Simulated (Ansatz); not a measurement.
**WC: an axial (c/a) deformation path**

The task here is to estimate one member of a computed series from the others.

Method: DFT PBEsol, scalar-relativistic, plane waves, PAW, in Ansatz 0.2.0.

## The structure to begin with

Symmetry: P-6m2, No. 187, hexagonal system. The conventional cell has a = 2.901 Å, b = 2.901 Å, c = 2.829 Å, α = 90.00°, β = 90.00°, γ = 120.00°. W (site symmetry -6m2) is surrounded by 6 C at 2.19 Å. Around C (site symmetry -6m2) lie 6 W at 2.19 Å.

Coordinates:

```xyz
2
Lattice="2.9005 0.0000 0.0000 -1.4503 2.5119 0.0000 0.0000 0.0000 2.8290" Properties=species:S:1:pos:R:3 pbc="T T T"
W     0.0000    0.0000    0.0000
C     1.4503    0.8373    1.4145
```

The cell is taken as given, not relaxed at this level.

## The reference cell

Reference values: F = -10503.7313 eV; pressure -0.74 GPa; largest force 0.000 eV/Å; gap on the mesh none (metal). It was computed beforehand with the settings of the runs below.

The first run:

At fixed volume and fractional coordinates, lengths along (0.000, 0.000, 1.000) are scaled against those across it; ρ is that ratio over its starting value.

Input file input.yaml:

```yaml
crystal:
  lattice:
    - [3.0619642063, 0.0, 0.0]
    - [-1.5309821031, 2.6517387881, 0.0]
    - [0.0, 0.0, 2.5385101132]
  atoms:
    - { symbol: W, position: [0.0, 0.0, 0.0] }
    - { symbol: C, position: [0.6666666667, 0.3333333333, 0.5] }
basis:
  ecutwfc: 420
kpoints:
  mp_grid: { grid: [24, 24, 18] }
hamiltonian:
  xc: pbesol
scf:
  occupations: { method: gaussian, width: 0.15 }
output:
  forces: true
  stress: true
  eigenvalues: true
```

Run with:

```console
ansatz run input.yaml --threads 1 --pin off --max-ram 2560MiB --backend cpu --events-out ev --progress --plain --runs-dir out
```

Steps of the session up to this table: Point ρ = 0.850; Point ρ = 1.200; ρ = 0.920; Point ρ = 1.100; ρ = 0.960; Point ρ = 1.050; ρ = 0.800; Point ρ = 1.300.

One table of the session follows, with a row left open; its other results are not shown here.

Collected from the runs (energy zero: the undisturbed cell):

| ρ | ΔE (meV/atom) | pressure (GPa) |
| --- | --- | --- |
| 0.800 | 815.0 | 25.6 |
| 0.850 | 429.3 | 15.0 |
| 0.920 | 110.9 | 5.1 |
| 0.960 | ? | ? |
| 1.000 | 0.0 | -0.7 |
| 1.050 | 37.3 | -2.1 |
| 1.100 | 139.1 | -2.1 |
| 1.200 | 485.4 | 0.8 |
| 1.300 | 940.1 | 6.4 |

**Question.** Estimate the row for ρ = 0.960.

Worked estimate for «ΔE (meV/atom)». A straight line through the neighbours (0.920, 110.9) and (1.000, 0.0) gives 110.9 + (0.0 − 110.9) × (0.960 − 0.920) / (1.000 − 0.920) = 55.5; a parabola fitted to 4 rows on both sides gives 24.0.

The run gave: ΔE (meV/atom): 26.1; pressure (GPa): 1.5. In «ΔE (meV/atom)» the line misses by +29.4 and the parabola by -2.1.
